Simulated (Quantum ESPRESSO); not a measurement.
The system is C.

```
CELL_PARAMETERS angstrom
0.00000 1.78337 1.78337
1.78337 0.00000 1.78337
1.78337 1.78337 0.00000
ATOMIC_POSITIONS crystal
C 0.75000 0.75000 0.75000
C 0.50000 0.50000 0.50000
```

This isn't the form of C at room conditions, which is graphite.

Base run:

| Item | Value |
| --- | --- |
| Program | Quantum ESPRESSO 7.5 |
| Functional | PBEsol |
| Potentials or basis | PseudoDojo 0.4.1 SR PBEsol standard |
| Cutoff | 1116 eV |
| Density cutoff | 4463 eV |
| k mesh | 16 × 16 × 16 |
| Occupations | fermi-dirac, width 0.05 eV |
| Spin | no spin polarisation |

Its results: band gap on the k mesh 4.05 eV, indirect (least direct gap 5.56 eV); pressure -3.3 GPa.

Q: After a change of settings the same cell gave: band gap on the k mesh 4.36 eV, indirect (least direct gap 5.55 eV); pressure -2.2 GPa. Which change was it?
A. k mesh from 16 × 16 × 16 to 10 × 10 × 10
B. k mesh from 16 × 16 × 16 to 14 × 14 × 14
C. k mesh from 16 × 16 × 16 to 8 × 8 × 8
D. k mesh from 16 × 16 × 16 to 4 × 4 × 4

A: D.

Caveats: some runs use coarse meshes; the cell is more than 3 GPa from zero pressure, which shifts response properties (some runs); on a mesh that holds Γ this program's dielectric tensor can be off by some percent beyond the error of the mesh (some runs).
